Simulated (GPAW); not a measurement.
Input of a GPAW 26.7.0 run:

Contents of run.py:

```python
from ase import Atoms
from ase.filters import FrechetCellFilter
from ase.io import write
from ase.optimize import BFGS
from ase.units import GPa
from gpaw import GPAW, PW, setup_paths

setup_paths.insert(0, '.')

atoms = Atoms(['Ag', 'Ti', 'Ti', 'Ti'],
              cell=[[4.098807, 0.0, 0.0],
                    [0.0, 4.098807, 0.0],
                    [0.0, 0.0, 4.098807]],
              scaled_positions=[[0.0, 0.0, 0.0],
                                [0.0, 0.5, 0.5],
                                [0.5, 0.0, 0.5],
                                [0.5, 0.5, 0.0]],
              pbc=True)

calc = GPAW(mode=PW(600),
            xc='PBEsol',
            kpts={'size': (6, 6, 6), 'gamma': True},
            occupations={'name': 'fermi-dirac', 'width': 0.05},
            nbands=48,
            convergence={'density': 1e-05, 'forces': 0.0001},
            maxiter=150,
            txt='gpaw.txt')
atoms.calc = calc
opt = BFGS(FrechetCellFilter(atoms, scalar_pressure=5 * GPa), trajectory='relax.traj', logfile='-')
done = opt.run(fmax=0.02, steps=60)
calc.write('gs.gpw')
write('result.traj', atoms)
print('Converged:', done)
print('Cell:', atoms.cell.cellpar().round(4))
print('Volume:', round(atoms.get_volume(), 4))
print(atoms.get_scaled_positions().round(5))
```

Potentials or basis: PAW data sets generated in the run's folder for this functional, pw.

Run with:

```sh
$ gpaw-setup -f PBEsol Ag Ti
$ OMP_NUM_THREADS=1 python run.py
```

(1) What does it give for the band gap on the k mesh?

(2) Predict the relaxed cell.

Results:

(1) none (metal or under the smearing width).

(2) a = 3.986 Å, b = 3.986 Å, c = 3.986 Å, α = 90.00°, β = 90.00°, γ = 90.00°.

Caveat: later steps reuse the first step's grids.
